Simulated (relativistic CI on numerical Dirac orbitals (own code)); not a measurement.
**Ions with 26 electrons, I²⁷⁺ to Pr³³⁺: levels along an isoelectronic sequence**

Aim: follow the lowest levels of 26-electron ions as the nuclear charge grows, with one list of configurations.

The numbers are computed with relativistic CI on numerical Dirac orbitals (own code) version 2 (Dirac-Coulomb-Breit CI, KLI orbitals optimised for each configuration, model QED (radiative potential, 1s self-energy scaled to tabulated hydrogen-like ionisation energies)), except any that are marked as measured or tabulated.

### Step 1. Starting point

```
electrons      : 26
ions           : I²⁷⁺, Xe²⁸⁺, Cs²⁹⁺, Ba³⁰⁺, La³¹⁺, Ce³²⁺, Pr³³⁺
configurations : [Ar] 3d8; [Ar] 3d6 4s2; [Ne] 3s2 3p5 3d9; [Ne] 3s2 3p4 3d10; [Ne] 3s 3p6 3d9; [Ar] 3d7 4s; [Ar] 3d7 4p
```

### Step 2. I²⁷⁺ (Z = 53)

Settings of the run:

```ini
atom I  Z=53  charge=27  electrons=26
nucleus A=127  rms_radius_fm=4.7500
hamiltonian dirac-coulomb  breit=on  qed=on  c_scale=1
orbitals kli  potential=per-configuration
slater_scale 1
correlation none
mixing on
configurations
  [Ar] 3d8
  [Ar] 3d6 4s2
  [Ne] 3s2 3p5 3d9
  [Ne] 3s2 3p4 3d10
  [Ne] 3s 3p6 3d9
  [Ar] 3d7 4s
  [Ar] 3d7 4p
end
```

### Step 3. Xe²⁸⁺ (Z = 54)

Settings: those of step 2 with these lines changed.

```diff
@@ -1,3 +1,3 @@
-atom I  Z=53  charge=27  electrons=26
-nucleus A=127  rms_radius_fm=4.7500
+atom Xe  Z=54  charge=28  electrons=26
+nucleus A=132  rms_radius_fm=4.7859
 hamiltonian dirac-coulomb  breit=on  qed=on  c_scale=1
```

### Step 4. Cs²⁹⁺ (Z = 55)

Settings: those of step 3 with these lines changed.

```diff
@@ -1,3 +1,3 @@
-atom Xe  Z=54  charge=28  electrons=26
-nucleus A=132  rms_radius_fm=4.7859
+atom Cs  Z=55  charge=29  electrons=26
+nucleus A=133  rms_radius_fm=4.8041
 hamiltonian dirac-coulomb  breit=on  qed=on  c_scale=1
```

### Step 5. Ba³⁰⁺ (Z = 56)

Settings: those of step 4 with these lines changed.

```diff
@@ -1,3 +1,3 @@
-atom Cs  Z=55  charge=29  electrons=26
-nucleus A=133  rms_radius_fm=4.8041
+atom Ba  Z=56  charge=30  electrons=26
+nucleus A=138  rms_radius_fm=4.8378
 hamiltonian dirac-coulomb  breit=on  qed=on  c_scale=1
```

### Step 6. La³¹⁺ (Z = 57)

Settings: those of step 5 with these lines changed.

```diff
@@ -1,3 +1,3 @@
-atom Ba  Z=56  charge=30  electrons=26
-nucleus A=138  rms_radius_fm=4.8378
+atom La  Z=57  charge=31  electrons=26
+nucleus A=139  rms_radius_fm=4.8550
 hamiltonian dirac-coulomb  breit=on  qed=on  c_scale=1
```

### Step 7. Ce³²⁺ (Z = 58)

Settings: those of step 6 with these lines changed.

```diff
@@ -1,3 +1,3 @@
-atom La  Z=57  charge=31  electrons=26
-nucleus A=139  rms_radius_fm=4.8550
+atom Ce  Z=58  charge=32  electrons=26
+nucleus A=140  rms_radius_fm=4.8771
 hamiltonian dirac-coulomb  breit=on  qed=on  c_scale=1
```

### Step 8. Pr³³⁺ (Z = 59)

Settings: those of step 7 with these lines changed.

```diff
@@ -1,3 +1,3 @@
-atom Ce  Z=58  charge=32  electrons=26
-nucleus A=140  rms_radius_fm=4.8771
+atom Pr  Z=59  charge=33  electrons=26
+nucleus A=141  rms_radius_fm=4.8919
 hamiltonian dirac-coulomb  breit=on  qed=on  c_scale=1
```

(Steps that only read results are left out.)

Q: Predict the outcome of this session. Wanted: lowest level, first ion; lowest level, last ion; changes of the lowest level; interval 3F3 to 3F4; mean jj purity of the low levels.

As calculated:

| quantity | value |
| --- | --- |
| lowest level, first ion | 3d8 3F4 |
| lowest level, last ion | 3d8 3F4 |
| changes of the lowest level | none |
| interval 3F3 to 3F4 | 91800 to 163900 cm⁻¹ |
| mean jj purity of the low levels | 94 to 97 % |

The lowest level stays 3d8 3F4 throughout. Over these ions the splitting within 3d8 3F follows Z^5.4, steeper than the fourth power of a bare nucleus, since the screened charge grows faster than Z. Only the listed configurations are in the model.
